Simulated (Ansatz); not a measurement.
# ScCoC (P4_2/mmc): the equilibrium volume

Aim: the volume at which the pressure of ScCoC (P4_2/mmc) vanishes.

Computed with Ansatz 0.2.0 (DFT PBEsol, scalar-relativistic, plane waves, PAW, unless a step's input says otherwise).

1 further run of the same task is left out (set aside as unsound or not needed). Runs told in other sessions of the task aren't counted.

## Step 1: The structure to begin with

It takes space group P4_2/mmc (No. 131, tetragonal). The conventional cell has a = 3.426 Å, b = 3.426 Å, c = 6.667 Å, α = 90.00°, β = 90.00°, γ = 90.00°. Sc (site symmetry -4m2) has 4 C at 2.39 Å in its first shell of neighbours. Around Co (site symmetry mmm) lie 2 C at 1.71 Å. Around C (site symmetry mmm) lie 2 Co at 1.71 Å and 4 Sc at 2.39 Å.

Structure file:

```
Sc Co C
1.0
     3.42612    0.00000    0.00000
     0.00000    3.42612    0.00000
     0.00000    0.00000    6.66741
Sc Co C
2 2 2
Direct
  0.00000 0.00000 0.75000
  0.00000 0.00000 0.25000
  0.50000 0.50000 0.00000
  0.50000 0.50000 0.50000
  0.50000 0.00000 0.50000
  0.00000 0.50000 0.00000
```

Starting moments: Co -0.31 μB.

## Step 2: At the starting volume (PBEsol, 6×6×4 mesh)

Input file input.yaml:

```yaml
crystal:
  lattice:
    - [3.4261184261, 0.0, 0.0]
    - [0.0, 3.4261184261, 0.0]
    - [0.0, 0.0, 6.6674110763]
  atoms:
    - { symbol: Sc, position: [0.0, 0.0, 0.75] }
    - { symbol: Sc, position: [0.0, 0.0, 0.25] }
    - { symbol: Co, position: [0.5, 0.5, 0.0], spin: -0.31 }
    - { symbol: Co, position: [0.5, 0.5, 0.5], spin: -0.31 }
    - { symbol: C, position: [0.5, 0.0, 0.5] }
    - { symbol: C, position: [0.0, 0.5, 0.0] }
basis:
  ecutwfc: 420
kpoints:
  mp_grid: { grid: [6, 6, 4] }
hamiltonian:
  xc: pbesol
scf:
  occupations: { method: gaussian, width: 0.1 }
  lower_state_search: "off"
output:
  forces: true
  stress: true
  eigenvalues: true
  populations: true
magnetization:
  spin_polarized: true
```

On the command line:

```bash
ansatz run input.yaml --threads 8 --pin off --max-ram 14336MiB --backend cpu --events-out ev --progress --plain --runs-dir out
```

The runs that follow: Relaxing cell and atoms.

**Question.** What will these runs give? Wanted: volume; pressure; conventional cell; gap on the mesh; spin moments in spheres.

As calculated:

| quantity | value |
| --- | --- |
| volume | 12.501 Å³/atom |
| pressure | 0.00 GPa |
| conventional cell | a = 3.518 Å, b = 3.518 Å, c = 6.059 Å, α = 90.00°, β = 90.00°, γ = 90.00° |
| gap on the mesh | none (metal) |
| spin moments in spheres | Co -0.28 μB |

Over the 2 runs shown the cell moved from 13.04 to 12.50 Å³/atom, a change of -4.2 %, where the pressure is zero within 0.01 GPa.
